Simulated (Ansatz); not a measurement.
Geometry optimisation, DFT LDA, scalar-relativistic, plane waves, PAW in Ansatz.

Input:

```yaml
accuracy: low
crystal:
  lattice:
    - [0.0, 4.181, 4.181]
    - [4.181, 0.0, 4.181]
    - [4.181, 4.181, 0.0]
  atoms:
    - { symbol: Mg, position: [0.0, 0.0, 0.0] }
    - { symbol: O, position: [0.25, 0.25, 0.25] }
    - { symbol: Mg, position: [0.0, 0.0, 0.5] }
    - { symbol: O, position: [0.25, 0.25, 0.75] }
    - { symbol: Mg, position: [0.0, 0.5, 0.0] }
    - { symbol: O, position: [0.25, 0.75, 0.25] }
    - { symbol: Mg, position: [0.0, 0.5, 0.5] }
    - { symbol: O, position: [0.25, 0.75, 0.75] }
    - { symbol: Mg, position: [0.5, 0.0, 0.0] }
    - { symbol: O, position: [0.75, 0.25, 0.25] }
    - { symbol: Mg, position: [0.5, 0.0, 0.5] }
    - { symbol: O, position: [0.75, 0.25, 0.75] }
    - { symbol: Mg, position: [0.5, 0.5, 0.0] }
    - { symbol: O, position: [0.75, 0.75, 0.25] }
    - { symbol: Mg, position: [0.5, 0.5, 0.5] }
    - { symbol: O, position: [0.75, 0.75, 0.75] }
    - { symbol: Mg, position: [0.6239776, 0.6184242, 0.1281853] }
basis:
  ecutwfc: 420.0
kpoints:
  mp_grid: { grid: [2, 2, 2] }
hamiltonian:
  xc: lda
  pseudopotentials: { kind: paw, azcp: { folder: soft_1 } }
scf:
  occupations: { method: fermi_dirac, width: 0.02 }
  lower_state_search: "off"
relax:
  f_tol: 0.08
  max_steps: 25
  adjacent_minimum: "off"
output:
  write_density: true
  write_potential: true
  elf: true
  volumetric_format: npy
```

Run as:

```bash
$ ansatz run input.yaml --threads 1 --pin off --max-ram 3072MiB --backend cpu --events-out ev --progress --plain --runs-dir out
```

Question: Where does it end, and by what steps?

Answer: It converged. The force dipped under the threshold on the way, but the program's further checks kept it going. Limits of this set-up: coarse k mesh, PAW files made for another functional, a small cell, in which the defect meets its images, low accuracy level. After 20 steps the energy has fallen by 6.256 eV; Mg13 moved furthest, 0.72 Å. Parted: O6–Mg13 (2.09 → 2.84 Å), O10–Mg13 (2.09 → 2.84 Å), Mg13–O16 (2.09 → 2.83 Å).

```json
{"step": "0", "energy less start (eV)": "0.0000", "largest force component (eV/Å)": "6.308", "accepted": "yes"}
{"step": "1", "energy less start (eV)": "-4.0207", "largest force component (eV/Å)": "3.442", "accepted": "yes"}
{"step": "2", "energy less start (eV)": "-5.9936", "largest force component (eV/Å)": "0.229", "accepted": "yes"}
{"step": "3", "energy less start (eV)": "-6.0263", "largest force component (eV/Å)": "0.140", "accepted": "yes"}
{"step": "4", "energy less start (eV)": "-6.0485", "largest force component (eV/Å)": "0.083", "accepted": "yes"}
{"step": "5", "energy less start (eV)": "-6.0499", "largest force component (eV/Å)": "0.052", "accepted": "yes"}
{"step": "6", "energy less start (eV)": "-6.0508", "largest force component (eV/Å)": "0.076", "accepted": "yes"}
{"step": "7", "energy less start (eV)": "-6.0543", "largest force component (eV/Å)": "0.145", "accepted": "yes"}
{"step": "8", "energy less start (eV)": "-6.0575", "largest force component (eV/Å)": "0.170", "accepted": "yes"}
{"step": "9", "energy less start (eV)": "-6.0609", "largest force component (eV/Å)": "0.144", "accepted": "yes"}
{"step": "10", "energy less start (eV)": "-6.0666", "largest force component (eV/Å)": "0.123", "accepted": "yes"}
{"step": "11", "energy less start (eV)": "-6.0708", "largest force component (eV/Å)": "0.126", "accepted": "yes"}
{"step": "12", "energy less start (eV)": "-6.0763", "largest force component (eV/Å)": "0.161", "accepted": "yes"}
{"step": "13", "energy less start (eV)": "-6.0901", "largest force component (eV/Å)": "0.130", "accepted": "yes"}
{"step": "14", "energy less start (eV)": "-6.0371", "largest force component (eV/Å)": "0.959", "accepted": "no"}
{"step": "15", "energy less start (eV)": "-6.1489", "largest force component (eV/Å)": "0.205", "accepted": "yes"}
{"step": "16", "energy less start (eV)": "-6.2114", "largest force component (eV/Å)": "0.280", "accepted": "yes"}
{"step": "17", "energy less start (eV)": "-6.2089", "largest force component (eV/Å)": "0.537", "accepted": "no"}
{"step": "18", "energy less start (eV)": "-6.2371", "largest force component (eV/Å)": "0.121", "accepted": "yes"}
{"step": "19", "energy less start (eV)": "-6.2521", "largest force component (eV/Å)": "0.126", "accepted": "yes"}
{"step": "20", "energy less start (eV)": "-6.2558", "largest force component (eV/Å)": "0.045", "accepted": "yes"}
```

```xyz
17
Lattice="0.0000 4.1810 4.1810 4.1810 0.0000 4.1810 4.1810 4.1810 0.0000" Properties=species:S:1:pos:R:3
Mg 0.055 0.055 0.038
O 2.106 2.108 1.998
Mg 2.156 2.159 0.065
O 4.231 4.232 2.139
Mg 2.070 0.088 2.176
O 4.422 2.162 4.252
Mg 4.235 2.131 2.143
O 6.288 4.092 4.197
Mg 0.086 2.070 2.175
O 2.162 4.425 4.252
Mg 2.129 4.235 2.144
O 4.090 6.288 4.196
Mg 1.672 1.675 3.762
O 4.145 4.146 6.234
Mg 4.267 4.269 4.159
O 6.343 6.344 6.511
Mg 2.837 2.839 4.926
```

Whether the end is a true minimum wasn't checked by a vibrational analysis.

The run took 94 s on 1 thread of Arm Neoverse V2 (shared host), peak memory 0.39 GiB.
